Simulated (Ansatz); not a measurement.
# Ru: the cost of one run

Method: DFT PBE, scalar-relativistic, plane waves, PAW, in Ansatz 0.2.0.

16 further runs of the same task are left out: 16 set aside as unsound or not needed.

### 1 The system as given

It takes space group P6_3/mmc (No. 194, hexagonal). The conventional cell has a = 2.720 Å, b = 2.720 Å, c = 4.297 Å, α = 90.00°, β = 90.00°, γ = 120.00°. Around Ru (site symmetry -6m2) lie 12 Ru at 2.66 to 2.72 Å.

As a file:

```cif
data_structure
_symmetry_space_group_name_H-M 'P 1'
_symmetry_Int_Tables_number 1
_cell_length_a 2.7198
_cell_length_b 2.7198
_cell_length_c 4.2967
_cell_angle_alpha 90.000
_cell_angle_beta 90.000
_cell_angle_gamma 120.000
_cell_volume 27.53
loop_
_atom_site_label
_atom_site_type_symbol
_atom_site_fract_x
_atom_site_fract_y
_atom_site_fract_z
_atom_site_occupancy
Ru1 Ru 0.33333 0.66667 0.25000 1
Ru2 Ru 0.66667 0.33333 0.75000 1
```

It is the result of an earlier relaxation at this level (volume 13.76 Å³/atom; gap on the mesh: none (metal)).

### 2 The scan

The energy is mapped over volume and the cell's shape.

The axes are (1) volume per atom: 7 values from 12.11 to 15.41 Å³; (2) c/a of the conventional cell: 7 values from 1.317 to 1.895.

Nothing else is relaxed (symmetry fixes all fractional coordinates). Energies count from the relaxed crystal. Points are written as (first, second).

### 3 Grid point (14.31 Å³, 1.317)

The input, input.yaml:

```yaml
crystal:
  lattice:
    - [2.9279191434, 0.0, 0.0]
    - [-1.4639595717, 2.5356523584, 0.0]
    - [0.0, 0.0, 3.8557767199]
  atoms:
    - { symbol: Ru, position: [0.3333333333, 0.6666666667, 0.25] }
    - { symbol: Ru, position: [0.6666666667, 0.3333333333, 0.75] }
basis:
  ecutwfc: 420
kpoints:
  mp_grid: { grid: [21, 21, 12] }
hamiltonian:
  xc: pbe
  pseudopotentials: { kind: paw, azcp: { folder: soft_1 } }
scf:
  occupations: { method: gaussian, width: 0.15 }
output:
  forces: true
  stress: true
  eigenvalues: true
```

Launch:

```sh
$ ansatz run input.yaml --threads 1 --pin off --max-ram 2048MiB --backend cpu --events-out ev --progress --plain --runs-dir out
```

What time and memory should one allow on 1 thread of Arm Neoverse N1, shared host?

About 16 s, with a peak of 0.4 GiB.
